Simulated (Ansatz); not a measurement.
I need a geometry optimisation of H₈OSi₃, SMILES [SiH3]O[SiH2][SiH3]. Use Ansatz 0.2.0, Python API. Settings: B3LYP, cc-pVDZ basis, multiplicity 1, D4 dispersion.

```yaml
atoms:
  - { symbol: Si, position_ang: [-0.8228, 2.0139, -0.0378] }
  - { symbol: O, position_ang: [-0.9025, 0.6147, 0.7630] }
  - { symbol: Si, position_ang: [0.0694, -0.6641, 1.0691] }
  - { symbol: Si, position_ang: [0.8296, -1.7472, -0.8587] }
  - { symbol: H, position_ang: [-0.6104, 1.7873, -1.5029] }
  - { symbol: H, position_ang: [-2.1786, 2.7566, 0.1007] }
  - { symbol: H, position_ang: [0.2385, 2.9162, 0.4960] }
  - { symbol: H, position_ang: [-0.5741, -1.5935, 1.9737] }
  - { symbol: H, position_ang: [1.3017, -0.1499, 1.8543] }
  - { symbol: H, position_ang: [1.4965, -0.8207, -1.7235] }
  - { symbol: H, position_ang: [-0.4385, -2.2703, -1.5770] }
  - { symbol: H, position_ang: [1.6682, -2.8982, -0.5229] }
```

`opt_h8osi3.py`:
```python
'''Minimum-energy structure of H8OSi3.'''

import itertools

import ansatz as az
from ase.data import atomic_numbers, covalent_radii
import numpy as np
import pandas as pd


def main() -> None:
    geometry_ang = [
        ('Si', (-0.8228, 2.0139, -0.0378)),
        ('O', (-0.9025, 0.6147, 0.763)),
        ('Si', (0.0694, -0.6641, 1.0691)),
        ('Si', (0.8296, -1.7472, -0.8587)),
        ('H', (-0.6104, 1.7873, -1.5029)),
        ('H', (-2.1786, 2.7566, 0.1007)),
        ('H', (0.2385, 2.9162, 0.496)),
        ('H', (-0.5741, -1.5935, 1.9737)),
        ('H', (1.3017, -0.1499, 1.8543)),
        ('H', (1.4965, -0.8207, -1.7235)),
        ('H', (-0.4385, -2.2703, -1.577)),
        ('H', (1.6682, -2.8982, -0.5229)),
    ]
    geometry = az.Crystal.molecule()
    for symbol, xyz in geometry_ang:
        geometry = geometry.atom(symbol, xyz)

    calculation = geometry.calculation()
    calculation = calculation.basis(gaussian='cc-pVDZ')
    calculation = calculation.functional('B3LYP', dispersion='d4')
    symbols = [site.symbol for site in geometry.cartesian_sites]
    start = np.array([site.position_ang for site in geometry.cartesian_sites], dtype=float)
    def progress(event):
        if event['event'] == 'relax_step':
            row = event['data']
            print(f'step {row["step"]:3d}  E = {row["lagrangian_ev"]:.6f} eV  largest force component {row["allowed_force_max_ev_ang"]:.4f} eV/A')


    data = calculation.relax(force_tolerance=0.02).session().plan().execute(on_event=progress).report
    end = np.array(data['positions_ang'])

    print('reference energy %16.6f eV' % data['reference_energy_ev'])
    print('total energy     %16.6f eV' % data['free_energy_ev'])
    print('occupied orbitals outside the frozen core (up, down):', data['n_occupied'], ' frozen:', data['n_frozen'], ' virtual:', data['n_virtual'])

    # pairs closer than 1.2 times the sum of covalent radii, before or after
    radius = [covalent_radii[atomic_numbers[s]] for s in symbols]
    span = lambda where, i, j: np.linalg.norm(where[i] - where[j])
    bonded = [(i, j) for i, j in itertools.combinations(range(len(symbols)), 2) if min(span(start, i, j), span(end, i, j)) < 1.2 * (radius[i] + radius[j])]
    print('pair        before    after (A)')
    for i, j in bonded:
        print(f'{symbols[i]}{i}-{symbols[j]}{j}'.ljust(10), f'{span(start, i, j):8.4f} {span(end, i, j):8.4f}')

    charges = data['charge_distribution']
    table = pd.DataFrame({'atom': symbols, 'mulliken': charges['mulliken_charges_e'], 'lowdin': charges['lowdin_charges_e']})
    print(table.round(3).to_string())
    print('dipole (e A):', np.round(charges['dipole_moment_e_ang'], 4) + 0.0)
    with open('h8osi3_opt.xyz', 'w') as handle:
        handle.write(f'{len(symbols)}\nrelaxed H8OSi3\n')
        handle.writelines(f'{s:2s} {x:11.6f} {y:11.6f} {z:11.6f}\n' for s, (x, y, z) in zip(symbols, end))


if __name__ == '__main__':
    main()
```

```console
$ python opt_h8osi3.py
step   1  E = -25813.356919 eV  largest force component 2.6996 eV/A
step   2  E = -25813.601701 eV  largest force component 1.2152 eV/A
step   3  E = -25813.669536 eV  largest force component 0.2407 eV/A
step   4  E = -25813.674699 eV  largest force component 0.0769 eV/A
step   5  E = -25813.675250 eV  largest force component 0.0168 eV/A
reference energy    -25813.235111 eV
total energy        -25813.675585 eV
occupied orbitals outside the frozen core (up, down): [29, 29]  frozen: 0  virtual: [79, 79]
pair        before    after (A)
Si0-O1       1.6141   1.6829
Si0-H4       1.4977   1.4973
Si0-H5       1.5521   1.4913
Si0-H6       1.4918   1.4970
O1-Si2       1.6351   1.6903
Si2-Si3      2.3383   2.3601
Si2-H7       1.4478   1.4948
Si2-H8       1.5490   1.5004
Si3-H9       1.4321   1.4978
Si3-H10      1.5484   1.4967
Si3-H11      1.4632   1.4993
   atom  mulliken  lowdin
0    Si     0.502   0.197
1     O    -0.511   0.040
2    Si     0.457   0.114
3    Si     0.118   0.144
4     H    -0.087  -0.074
5     H    -0.073  -0.067
6     H    -0.086  -0.073
7     H    -0.073  -0.062
8     H    -0.088  -0.068
9     H    -0.054  -0.051
10    H    -0.051  -0.050
11    H    -0.055  -0.050
dipole (e A): [ 0.0838  0.0297 -0.0385]
```

File `h8osi3_opt.xyz` afterwards:
```text
12
relaxed H8OSi3
Si   -0.864800    2.076995   -0.066472
O    -0.891027    0.626540    0.786607
Si    0.126753   -0.679180    1.127710
Si    0.789350   -1.765875   -0.859840
H    -0.627802    1.811299   -1.520802
H    -2.190908    2.732396    0.122845
H     0.225274    2.964109    0.448991
H    -0.641421   -1.606516    2.013369
H     1.339674   -0.199663    1.869371
H     1.551208   -0.823626   -1.740181
H    -0.409209   -2.256044   -1.610319
H     1.669906   -2.935635   -0.537279
```

Notes:
- Total energies depend on the basis set; only differences at equal settings carry meaning.
- The end point is the stationary point reached from this start; no frequency run checks that it is a minimum, and the basis set is modest.
- The Löwdin charges here are taken after orthogonalising the functions within each atom; they differ from plain Löwdin charges, and their signs can be unphysical.
- Total less reference energy is the dispersion correction.
- b3lyp holds the VWN-RPA fit, as in Gaussian; the form of ORCA and Turbomole is b3lyp5.
- Wall time of the script: 29 s on 1 thread of Arm Neoverse V2 (shared host), peak memory 0.37 GiB.
